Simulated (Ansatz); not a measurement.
# C13H10, 23 atoms: a performance study

Aim: measure how long a single point at HF takes on C13H10, and which launch flags, input keys and shares of the machine shorten it.

Program: Ansatz 0.2.0 (single point, HF, Gaussian basis). Host: Arm Neoverse N1, 56 cores, 56 hardware threads, 90 GiB; it was booked for these runs alone, one at a time. Each run is timed once from launch to exit, start-up included.

### Step 1. The system

A molecule of 23 atoms and 88 electrons, SMILES c1ccc2c(c1)Cc1ccccc12, in the basis cc-pvtz.

### Step 2. First run

File input.yaml:

```yaml
crystal:
  periodic: [false, false, false]
  atoms:
    - { symbol: C, position_ang: [3.4400, -0.0300, 0.0400] }
    - { symbol: C, position_ang: [2.9500, -1.3400, 0.0600] }
    - { symbol: C, position_ang: [1.5700, -1.6000, 0.0500] }
    - { symbol: C, position_ang: [0.7100, -0.5200, 0.0200] }
    - { symbol: C, position_ang: [1.2100, 0.8000, 0.0000] }
    - { symbol: C, position_ang: [2.5700, 1.0600, 0.0100] }
    - { symbol: C, position_ang: [0.0600, 1.8000, -0.0300] }
    - { symbol: C, position_ang: [-1.1500, 0.8900, -0.0300] }
    - { symbol: C, position_ang: [-2.4900, 1.2400, -0.0500] }
    - { symbol: C, position_ang: [-3.4300, 0.2200, -0.0400] }
    - { symbol: C, position_ang: [-3.0400, -1.1300, -0.0200] }
    - { symbol: C, position_ang: [-1.6800, -1.4800, 0.0000] }
    - { symbol: C, position_ang: [-0.7400, -0.4700, 0.0000] }
    - { symbol: H, position_ang: [4.5100, 0.1400, 0.0500] }
    - { symbol: H, position_ang: [3.6500, -2.1800, 0.0800] }
    - { symbol: H, position_ang: [1.2000, -2.6200, 0.0600] }
    - { symbol: H, position_ang: [2.9500, 2.0800, 0.0000] }
    - { symbol: H, position_ang: [0.1000, 2.4000, -0.9400] }
    - { symbol: H, position_ang: [0.0800, 2.4300, 0.8700] }
    - { symbol: H, position_ang: [-2.7900, 2.2800, -0.0700] }
    - { symbol: H, position_ang: [-4.4900, 0.4600, -0.0600] }
    - { symbol: H, position_ang: [-3.7900, -1.9100, -0.0100] }
    - { symbol: H, position_ang: [-1.3900, -2.5200, 0.0300] }
basis:
  gaussian: { orbitals: cc-pvtz }
hamiltonian: { xc: hf }
```

Command:

```console
$ taskset -c 8-63 ansatz run input.yaml --backend cpu --max-ram 64GiB --events-out ev --progress --plain --runs-dir out
```

### Step 3. Change: x pbe

input.yaml: that of step 2 with these lines changed.

```diff
@@ -28,2 +28,2 @@
   gaussian: { orbitals: cc-pvtz }
-hamiltonian: { xc: hf }
+hamiltonian: { xc: pbe }
```

### Step 4. Change: x r2scan

input.yaml: that of step 3 with these lines changed.

```diff
@@ -28,2 +28,2 @@
   gaussian: { orbitals: cc-pvtz }
-hamiltonian: { xc: pbe }
+hamiltonian: { xc: r2scan }
```

### Step 5. Change: x pbe0

input.yaml: that of step 4 with these lines changed.

```diff
@@ -28,2 +28,2 @@
   gaussian: { orbitals: cc-pvtz }
-hamiltonian: { xc: r2scan }
+hamiltonian: { xc: pbe0 }
```

### Step 6. Change: f 3

input.yaml: that of step 5 with these lines changed.

```diff
@@ -28,2 +28,2 @@
   gaussian: { orbitals: cc-pvtz }
-hamiltonian: { xc: pbe0 }
+hamiltonian: { xc: { name: wB97M-V } }
```

### Step 7. Change: f 2

input.yaml: that of step 6 with these lines changed.

```diff
@@ -28,2 +28,2 @@
   gaussian: { orbitals: cc-pvtz }
-hamiltonian: { xc: { name: wB97M-V } }
+correlation: { method: mp2 }
```

### Step 8. Change: f 3

input.yaml: that of step 7 with these lines changed.

```diff
@@ -28,2 +28,3 @@
   gaussian: { orbitals: cc-pvtz }
-correlation: { method: mp2 }
+hamiltonian: { xc: pbe0 }
+correlation: { method: rpa }
```

### Step 9. Change: f 150

input.yaml: that of step 8 with these lines changed.

```diff
@@ -28,3 +28,2 @@
   gaussian: { orbitals: cc-pvtz }
-hamiltonian: { xc: pbe0 }
-correlation: { method: rpa }
+correlation: { method: ccsd_t }
```

(Steps that only read results are left out.)

Q: Predict the timings and the best choice. Wanted: reference; best change; worst change.

**Answer**, as computed:

| quantity | value |
| --- | --- |
| reference | 2.9 s on 56 threads |
| best change | none beyond the noise |
| worst change | f 3: 3.6 times as slow |

In words: Changes under about 11 % are taken as noise (0.3 s of jitter at start-up on so short a run). No change beats the defaults here. f 3 costs most. No result came from: f 150 (time limit). The figures hold for this build, input and host.
